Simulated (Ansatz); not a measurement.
# ZrBr: energies, forces and stress near the listed structure

Aim: see how energy, forces, stress and gap of ZrBr answer to random distortions, further strains and shifts, distortions that keep the symmetry. Nothing is relaxed unless a step says so.

Program: Ansatz 0.2.0. Level of theory: DFT PBEsol, scalar-relativistic, plane waves, PAW. These are calculated values, not measurements.

### 1 Starting point

Symmetry: P-3m1, No. 164, trigonal system. Conventional cell: a = 3.454 Å, b = 3.454 Å, c = 9.989 Å, α = 90.00°, β = 90.00°, γ = 120.00°. Around Zr (site symmetry 3m) lie 3 Br at 2.78 Å and 3 Zr at 3.17 Å. Br (site symmetry 3m) has 3 Zr at 2.78 Å as nearest neighbours.

Coordinates:

```cif
data_structure
_symmetry_space_group_name_H-M 'P 1'
_symmetry_Int_Tables_number 1
_cell_length_a 3.4544
_cell_length_b 3.4544
_cell_length_c 9.9889
_cell_angle_alpha 90.000
_cell_angle_beta 90.000
_cell_angle_gamma 120.000
_cell_volume 103.23
loop_
_atom_site_label
_atom_site_type_symbol
_atom_site_fract_x
_atom_site_fract_y
_atom_site_fract_z
_atom_site_occupancy
Zr1 Zr 0.66667 0.33333 0.62348 1
Zr2 Zr 0.33333 0.66667 0.37652 1
Br1 Br 0.66667 0.33333 0.18258 1
Br2 Br 0.33333 0.66667 0.81742 1
```

The structure comes from the Materials Project (structure only).

### 2 Reference: the cell as listed

File input.yaml:

```yaml
crystal:
  lattice:
    - [3.4543871541, 0.0, 0.0]
    - [-1.7271935771, 2.99158703, 0.0]
    - [0.0, 0.0, 9.98886383]
  atoms:
    - { symbol: Zr, position: [0.66666667, 0.33333333, 0.6234827] }
    - { symbol: Zr, position: [0.33333333, 0.66666667, 0.3765173] }
    - { symbol: Br, position: [0.66666667, 0.33333333, 0.18258149] }
    - { symbol: Br, position: [0.33333333, 0.66666667, 0.81741851] }
basis:
  ecutwfc: 420
kpoints:
  mp_grid: { grid: [15, 15, 4] }
hamiltonian:
  xc: pbesol
scf:
  occupations: { method: gaussian, width: 0.1 }
output:
  forces: true
  stress: true
  eigenvalues: true
  populations: true
```

### 3 A random distortion, cell strained

File input.yaml:

```yaml
crystal:
  lattice:
    - [3.5336307954, -0.1036316146, 0.052713948]
    - [-1.8565630086, 2.9942211465, -0.0680596972]
    - [0.152430062, -0.1392447618, 10.1069322005]
  atoms:
    - { symbol: Zr, position: [0.6570646676, 0.3350013443, 0.6232524436] }
    - { symbol: Zr, position: [0.3307831496, 0.6605762538, 0.3775354338] }
    - { symbol: Br, position: [0.6765336239, 0.3430104712, 0.1813941678] }
    - { symbol: Br, position: [0.3356214537, 0.6614119307, 0.8178169537] }
basis:
  ecutwfc: 420
kpoints:
  mp_grid: { grid: [12, 12, 4] }
hamiltonian:
  xc: pbesol
scf:
  occupations: { method: gaussian, width: 0.1 }
output:
  forces: true
  stress: true
  eigenvalues: true
  populations: true
```

### 4 A change within the space group

File input.yaml:

```yaml
crystal:
  lattice:
    - [3.511419086, 0.0, 0.0]
    - [-1.755709543, 3.0409781318, 0.0]
    - [0.0, 0.0, 11.0527777165]
  atoms:
    - { symbol: Zr, position: [0.6666666667, 0.3333333333, 0.6285776105] }
    - { symbol: Zr, position: [0.3333333333, 0.6666666667, 0.3714223895] }
    - { symbol: Br, position: [0.6666666667, 0.3333333333, 0.1693720964] }
    - { symbol: Br, position: [0.3333333333, 0.6666666667, 0.8306279036] }
basis:
  ecutwfc: 420
kpoints:
  mp_grid: { grid: [15, 15, 4] }
hamiltonian:
  xc: pbesol
scf:
  occupations: { method: gaussian, width: 0.1 }
output:
  forces: true
  stress: true
  eigenvalues: true
```

### 5 A change within a subgroup

File input.yaml:

```yaml
crystal:
  lattice:
    - [3.5546334693, 0.0013817549, 0.025804272]
    - [-1.7761200999, 3.0733442911, 0.0170137343]
    - [0.0746168128, 0.0998886383, 10.2362879871]
  atoms:
    - { symbol: Zr, position: [0.666134981, 0.33053883, 0.6233475495] }
    - { symbol: Zr, position: [0.3214558101, 0.6658042482, 0.3756963858] }
    - { symbol: Br, position: [0.6714071372, 0.33847776, 0.1812139671] }
    - { symbol: Br, position: [0.3410037431, 0.6651825046, 0.8197410965] }
basis:
  ecutwfc: 420
kpoints:
  mp_grid: { grid: [12, 12, 4] }
hamiltonian:
  xc: pbesol
scf:
  occupations: { method: gaussian, width: 0.1 }
output:
  forces: true
  stress: true
  eigenvalues: true
  populations: true
```

### 6 A change within the space group

File input.yaml:

```yaml
crystal:
  lattice:
    - [3.5263765824, 0.0, 0.0]
    - [-1.7631882912, 3.0539317037, 0.0]
    - [0.0, 0.0, 10.0471987948]
  atoms:
    - { symbol: Zr, position: [0.6666666667, 0.3333333333, 0.6274713647] }
    - { symbol: Zr, position: [0.3333333333, 0.6666666667, 0.3725286353] }
    - { symbol: Br, position: [0.6666666667, 0.3333333333, 0.1811217945] }
    - { symbol: Br, position: [0.3333333333, 0.6666666667, 0.8188782055] }
basis:
  ecutwfc: 420
kpoints:
  mp_grid: { grid: [15, 15, 4] }
hamiltonian:
  xc: pbesol
scf:
  occupations: { method: gaussian, width: 0.1 }
output:
  forces: true
  stress: true
  eigenvalues: true
```

### 7 A change within a subgroup

File input.yaml:

```yaml
crystal:
  lattice:
    - [3.4762879687, 0.0, 0.0]
    - [-1.7381439844, 3.0105536917, 0.0]
    - [0.0, 0.0, 9.153195482]
  atoms:
    - { symbol: Zr, position: [0.6666666667, 0.3333333333, 0.6305733212] }
    - { symbol: Zr, position: [0.3333333333, 0.6666666667, 0.3890078102] }
    - { symbol: Br, position: [0.6666666667, 0.3333333333, 0.1739934797] }
    - { symbol: Br, position: [0.3333333333, 0.6666666667, 0.806425389] }
basis:
  ecutwfc: 420
kpoints:
  mp_grid: { grid: [12, 12, 4] }
hamiltonian:
  xc: pbesol
scf:
  occupations: { method: gaussian, width: 0.1 }
output:
  forces: true
  stress: true
  eigenvalues: true
```

Before running it: what results should come out? Wanted: for each run, case; energy; pressure; largest force.

**Answer**, as computed:

```
step                                case  energy (meV/atom)  pressure (GPa)  largest force (eV/Å)  gap on the mesh (eV)
                             listed cell                  0            -2.9                  0.29                  0.00
   3  a random distortion, cell strained             +32.0*            -4.0                  0.64                  0.00
   4     a change within the space group             +323.4           -11.3                  2.01                  0.00
   5          a change within a subgroup             +80.3*            -7.6                  0.94                  0.00
   6     a change within the space group              +41.0            -5.9                  0.39                  0.00
   7          a change within a subgroup            +156.4*             5.6                  2.84                  0.00
```

Energies are counted from the listed cell, with the smearing taken to zero; a star marks another k mesh, which can shift energies by itself, so starred rows don't rank against the others. A gap of 0.00 means none on the mesh at this level.

At the listed geometry the pressure is -2.9 GPa and the largest force 0.29 eV/Å: not this functional's equilibrium. No comparable point lies below the listed cell. The costliest is step 4, at 323 meV/atom. Among the distorted cells of the listed formula and level the largest force, 2.84 eV/Å, acts on Br4 in step 7. The pressure is 5.6 GPa in the smallest cell and -11.3 GPa in the largest; between them shape and moved atoms count too. The distorted cells of the listed formula and level show no gap on the mesh.
